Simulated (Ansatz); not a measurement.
# AlFH₂Se: taking an electron away

Aim: the vertical ionisation energy of AlFH₂Se, as cation minus neutral at the neutral's geometry, on several levels, and how well −ε(HOMO) stands in for it.

Computed with Ansatz 0.2.0, Gaussian basis. Level: unrestricted cation, the program's frozen cores in correlated methods.

Levels to be run: UKS PBE-D4/def2-TZVPP; UKS r2SCAN-D4/def2-TZVPP; UKS PBE0-D4/def2-TZVPP; UKS B3LYP-D4/def2-TZVPP; UKS wB97X-V/def2-TZVPP; UKS wB97M-V/def2-TZVPP; UKS B2PLYP/def2-TZVPP; UHF-CCSD(T)/def2-TZVPP; UHF-CCSD(T)/def2-QZVPP; extrapolation to the limit; then −ε(HOMO) from the neutral's earlier runs with LDA (SPW92), PBE-D4, revPBE-D4, BLYP-D4, r2SCAN-D4, B97M-V, PBE0-D4, B3LYP-D4, r2SCANh-D4, r2SCAN0-D4, HSE06-D4, BHLYP-D4, CAM-B3LYP-D4, LC-ωPBE, ωB97X-V, ωB97M-V.

### Step 1. The relaxed structure

All runs share one geometry, relaxed beforehand with PBE0-D4 in a triple-zeta def2 set.

SMILES `[F][AlH][SeH]`, 5 atoms, charge 0, spin multiplicity 1.

Atoms are counted from 1 here; the program's logs count them from 0.

Bond lengths: F1–Al2 1.647 Å, Al2–Se3 2.302 Å, Al2–H4 1.570 Å, Se3–H5 1.470 Å. Angles: F1–Al2–Se3 115.9°, F1–Al2–H4 119.6°, Se3–Al2–H4 124.5°, Al2–Se3–H5 89.9°.

### Step 2. Cation, UKS PBE-D4/def2-TZVPP

Input file in.yaml:

```yaml
crystal:
  periodic: [false, false, false]
  atoms:
    - {symbol: F, position_ang: [-1.154571, -0.647650, 1.724064]}
    - {symbol: Al, position_ang: [-0.330656, -0.470282, 0.309597]}
    - {symbol: Se, position_ang: [0.629717, 1.591800, -0.043079]}
    - {symbol: H, position_ang: [-0.243524, -1.674555, -0.694077]}
    - {symbol: H, position_ang: [1.148933, 1.127086, -1.337905]}
basis:
  gaussian: {orbitals: def2-TZVPP}
total_charge: 1
magnetization: {spin_polarized: true, initial_magnetization: 1}
hamiltonian: {xc: pbe, dispersion: d4}
```

Command:

```bash
> ansatz run in.yaml --threads 2 --pin off --events-out ev --progress --plain --max-ram 22528MiB --backend cpu
```

After this run come: Cation, UKS r2SCAN-D4/def2-TZVPP; Cation, UKS PBE0-D4/def2-TZVPP; Cation, UKS B3LYP-D4/def2-TZVPP; Cation, UKS wB97X-V/def2-TZVPP; Cation, UKS wB97M-V/def2-TZVPP; Cation, UKS B2PLYP (frozen core)/def2-TZVPP; Cation, UHF-CCSD(T)/def2-TZVPP; Cation, UHF-CCSD(T)/def2-QZVPP.

Before running them: what should the planned runs give, taken together? Wanted: ionisation energy, CCSD(T)/CBS; nearest functional by difference; nearest −ε(HOMO); −ε(HOMO) of PBE; T1 of the cation.

The runs gave:

| quantity | value |
| --- | --- |
| ionisation energy, CCSD(T)/CBS | 10.16 eV |
| nearest functional by difference | B3LYP-D4 (-0.12 eV) |
| nearest −ε(HOMO) | LC-ωPBE (+0.11 eV) |
| −ε(HOMO) of PBE | 6.52 eV |
| T1 of the cation | 0.011 |

In words: Energy differences with functionals land within 0.21 eV of the reference. −ε(HOMO) of PBE misses by 3.6 eV, since self-interaction lifts the level. Among orbital estimates LC-ωPBE comes nearest. Hartree-Fock falls 1.20 eV short, as the neutral has more correlation energy than the cation. Correlated methods include outer-core shells of Se, which these sets cover unevenly. With outer-core shells in play the reference is unsure by up to some tenths of an eV, so close misses can't be ranked.
